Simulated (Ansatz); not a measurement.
# C₂H₇AlSSi: a ladder of functionals and wavefunction methods

How much do the methods differ for C₂H₇AlSSi? The plan is to run it at one geometry with functionals of several rungs and with coupled cluster, and see how far each lands from CCSD(T) at the basis-set limit for the atomisation energy.

Method: functionals in def2-TZVPP, the program's frozen cores in correlated methods; program: Ansatz 0.2.0, Gaussian basis.

Levels to be run: LDA (SPW92), PBE-D4, revPBE-D4, BLYP-D4, r2SCAN-D4, B97M-V, PBE0-D4, B3LYP-D4, r2SCANh-D4, r2SCAN0-D4, HSE06-D4, BHLYP-D4, CAM-B3LYP-D4, LC-ωPBE, ωB97X-V, ωB97M-V, B2PLYP, PBE-QIDH; CCSD(T)/def2-SVP; CCSD(T)/def2-TZVPP; MP2/def2-QZVPP; extrapolation to the limit; RPA on PBE.

## (1) The relaxed structure

An earlier PBE0-D4 in a triple-zeta def2 set relaxation fixed the geometry.

SMILES `C[SiH]1[CH2][Al]1[SH]`, 12 atoms, charge 0, spin multiplicity 1.

Atoms are counted from 1 here; the program's logs count them from 0.

Bond lengths: C1–Si2 1.873 Å, C1–H6 1.092 Å, C1–H7 1.094 Å, C1–H8 1.091 Å, Si2–C3 1.922 Å, Si2–Al4 2.323 Å, Si2–H9 1.492 Å, C3–Al4 1.949 Å, C3–H10 1.100 Å, C3–H11 1.089 Å, Al4–S5 2.178 Å, S5–H12 1.345 Å. Angles: Si2–C1–H6 110.7°, Si2–C1–H7 110.2°, Si2–C1–H8 111.0°, H6–C1–H7 108.3°, H6–C1–H8 108.2°, H7–C1–H8 108.5°, C1–Si2–C3 119.7°, C1–Si2–Al4 134.4°, C1–Si2–H9 110.5°, C3–Si2–Al4 53.7°, C3–Si2–H9 110.3°, Al4–Si2–H9 113.4°, Si2–C3–Al4 73.8°, Si2–C3–H10 110.2°, Si2–C3–H11 120.3°, Al4–C3–H10 106.5°, Al4–C3–H11 132.2°, H10–C3–H11 109.1° and more.

## (2) LDA

This LDA is Slater exchange with PW92 correlation.

Contents of in.yaml:

```yaml
crystal:
  periodic: [false, false, false]
  atoms:
    - {symbol: C, position_ang: [-1.226887, -1.587634, 0.884288]}
    - {symbol: Si, position_ang: [0.151733, -0.329761, 0.725411]}
    - {symbol: C, position_ang: [1.143526, -0.206382, -0.916038]}
    - {symbol: Al, position_ang: [0.467535, 1.585153, -0.551912]}
    - {symbol: S, position_ang: [0.575159, 3.566464, -1.450312]}
    - {symbol: H, position_ang: [-1.812143, -1.406573, 1.788793]}
    - {symbol: H, position_ang: [-0.811152, -2.597722, 0.940950]}
    - {symbol: H, position_ang: [-1.900861, -1.538433, 0.027244]}
    - {symbol: H, position_ang: [1.082942, -0.426449, 1.887106]}
    - {symbol: H, position_ang: [0.546490, -0.602412, -1.750883]}
    - {symbol: H, position_ang: [2.153728, -0.608606, -0.979183]}
    - {symbol: H, position_ang: [-0.293070, 4.097155, -0.571465]}
basis:
  gaussian: {orbitals: def2-TZVPP}
hamiltonian: {xc: lda}
output: {orbitals: {seedname: orbitals}}
```

Further steps of the session: PBE-D4 (GGA); revPBE-D4 (GGA); BLYP-D4 (GGA); r2SCAN-D4 (meta-GGA); B97M-V (meta-GGA); PBE0-D4 (hybrid); B3LYP-D4 (hybrid); r2SCANh-D4 (hybrid); r2SCAN0-D4 (hybrid); HSE06-D4 (hybrid); BHLYP-D4 (hybrid); CAM-B3LYP-D4 (range-separated); LC-ωPBE (range-separated); ωB97X-V (range-separated); ωB97M-V (range-separated); B2PLYP (double hybrid); PBE-QIDH (double hybrid); CCSD(T) in def2-SVP; CCSD(T) in def2-TZVPP; MP2 in def2-QZVPP; RPA on PBE orbitals.

Q: Predict the results of all the runs planned. Wanted: atomisation energy, CCSD(T)/CBS; farthest beyond LDA; mean size of error, GGA; mean size of error, meta-GGA; mean size of error, hybrid; mean size of error, range-separated; mean size of error, double hybrid; gap, smallest and largest; T1 diagnostic.

**Answer**, as computed:

```
                               quantity                                                                                          value
        atomisation energy, CCSD(T)/CBS                                                                                  4078.6 kJ/mol
 functionals within 20.4 kJ/mol (0.5 %)  PBE0-D4, B3LYP-D4, r2SCANh-D4, r2SCAN0-D4, HSE06-D4, CAM-B3LYP-D4, ωB97X-V, ωB97M-V, PBE-QIDH
                    farthest beyond LDA                                                                        BHLYP-D4 (-99.4 kJ/mol)
                mean size of error, GGA                                                                                    45.9 kJ/mol
           mean size of error, meta-GGA                                                                                    38.2 kJ/mol
             mean size of error, hybrid                                                                                    28.3 kJ/mol
    mean size of error, range-separated                                                                                    17.5 kJ/mol
      mean size of error, double hybrid                                                                                    38.1 kJ/mol
              gap, smallest and largest                                                       2.74 eV (LDA (SPW92)), 9.00 eV (LC-ωPBE)
                          T1 diagnostic                                                                                         0.0121
triples share of the correlation energy                                                                                          4.4 %
```

What this shows: LDA overbinds by 533.0 kJ/mol (13 %). PBE-D4 misses by +50.8 kJ/mol. Double hybrids carry the basis error of their MP2 part in triple zeta, and no dispersion term here, so their miss is partly the set-up's. Taken by rung, range-separated functionals do best (17.5 kJ/mol on average) and GGA ones worst beyond LDA (45.9 kJ/mol). Misses under about 20.4 kJ/mol are within the doubt on the reference itself, which lacks core-valence correlation, relativity and higher excitations. Hartree-Fock recovers 74 % of the binding; the rest is correlation. CCSD(T) in def2-SVP is off by -249.7 kJ/mol, more than most functionals: a good method in a small basis is no reference. The gap grows from 2.7 to 9.0 eV across the functionals, mostly with the share of exact exchange.
